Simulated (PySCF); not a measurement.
**A diatomic session: KSn+**

The task here is to estimate one member of a computed series from the others.

Program: PySCF 2.14.0. Level of theory: K x2c-SVPall, Sn x2c-SVPall, spin-free X2C with a Gaussian nucleus. These are calculated values, not measurements.

Set-up of the first run:

Settings of the job:

* atoms: K, Sn
* charge: 1
* basis: K x2c-SVPall, Sn x2c-SVPall
* Hamiltonian: spin-free X2C with a Gaussian nucleus
* basis functions: 60
* electrons treated: 68
* masses in u: 38.9637, 119.9022
* levels: PBE0, PBE, r²SCAN, BLYP, PBEsol, r²SCANh, HF, MP2, SCS-MP2, CCSD, CCSD(T)
* grid: 80 radial by 434 angular points
* occupations: held fixed by the projection of orbital angular momentum
* dissociation limit: K+ + Sn, each in its ground configuration
* starting distance in angstrom: 3.395
* values of 2S to try: 0, 2

On the command line:

```
OMP_NUM_THREADS=1 python dia.py task.json out
```

Steps of the session up to this table: Input; PBE0 along the bond; Higher solutions at PBE0; PBE; r²SCAN (meta-GGA); BLYP (GGA); PBEsol (GGA); r²SCANh (hybrid meta-GGA); UHF; Adding correlation.

One of the session's tables, all rows but one given; the rest of the session is left out.

Energy (eV) from each level's lowest point:

| R (Å) | UHF | UHF-MP2 | UHF-SCS-MP2 | UHF-CCSD | UHF-CCSD(T) |
| --- | --- | --- | --- | --- | --- |
| 3.351 | 0.196 | 0.162 | 0.169 | n/a | n/a |
| 3.506 | 0.101 | 0.077 | 0.082 | 0.080 | 0.079 |
| 3.662 | 0.044 | 0.028 | 0.031 | 0.030 | 0.030 |
| 3.779 | ? | ? | ? | ? | ? |
| 3.896 | 0.005 | 0.000 | 0.001 | 0.001 | 0.001 |
| 4.013 | 0.000 | 0.000 | 0.000 | 0.000 | 0.000 |
| 4.169 | 0.003 | 0.009 | 0.008 | 0.009 | 0.009 |
| 4.364 | 0.017 | 0.030 | 0.028 | 0.029 | 0.030 |
| 4.597 | 0.043 | 0.064 | 0.060 | 0.062 | 0.063 |
| 4.909 | 0.084 | 0.112 | 0.106 | n/a | n/a |

**Question.** Estimate the row for R (Å) = 3.779.

Worked estimate for «UHF». A straight line through the neighbours (3.662, 0.044) and (3.896, 0.005) gives 0.044 + (0.005 − 0.044) × (3.779 − 3.662) / (3.896 − 3.662) = 0.024; a parabola fitted to 4 rows on both sides gives 0.018.

**Answer.** UHF: 0.019; UHF-MP2: 0.009; UHF-SCS-MP2: 0.011; UHF-CCSD: 0.010; UHF-CCSD(T): 0.009. In «UHF» the line misses by +0.005 and the parabola by -0.001.
